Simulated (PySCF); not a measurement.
# C2H6O3Si: the cost of one run

Computed with PySCF 2.14.0 and routines of our own; the level stands in each step. Atoms count from 0.

## (1) The starting structure

12 atoms, charge 0, multiplicity 1; geometry from: GFN2-xTB.

## (2) Magnetic properties: GIAO B97-2/pcSseg-1

Job settings and geometry (Å):

```
{"job": {"kind": "mag", "xc": "B97-2", "basis": "pcSseg-1", "isotopologues": 2}, "charge": 0, "multiplicity": 1}
O     -2.063830     0.244476     1.288888
C     -1.753956     0.745868     0.254261
O     -1.004092     0.206932    -0.704316
C     -0.430958    -1.066944    -0.444776
O      0.811779    -0.974096     0.111653
Si     1.788875     0.335606     0.161934
H     -2.065253     1.750741    -0.076729
H     -0.371655    -1.565064    -1.421728
H     -1.087686    -1.629371     0.233904
H      2.929108    -0.306863     0.790083
H      1.201619     1.410099     0.965795
H      2.047247     0.847931    -1.184997
```

With the program's defaults for keys left out, this is: GIAO B97-2/pcSseg-1 magnetisability, rotational g tensor and spin-rotation constants, non-relativistic, gas phase.

Command:

```console
$ OMP_NUM_THREADS=1 python excited_run.py task.json out
```

One launch serves the whole session: the jobs run in the order shown.

Q: Estimate the wall time and peak memory of this first job on 1 thread of Arm Neoverse N1, shared host.

About 25 s, with a peak of 0.69 GiB.
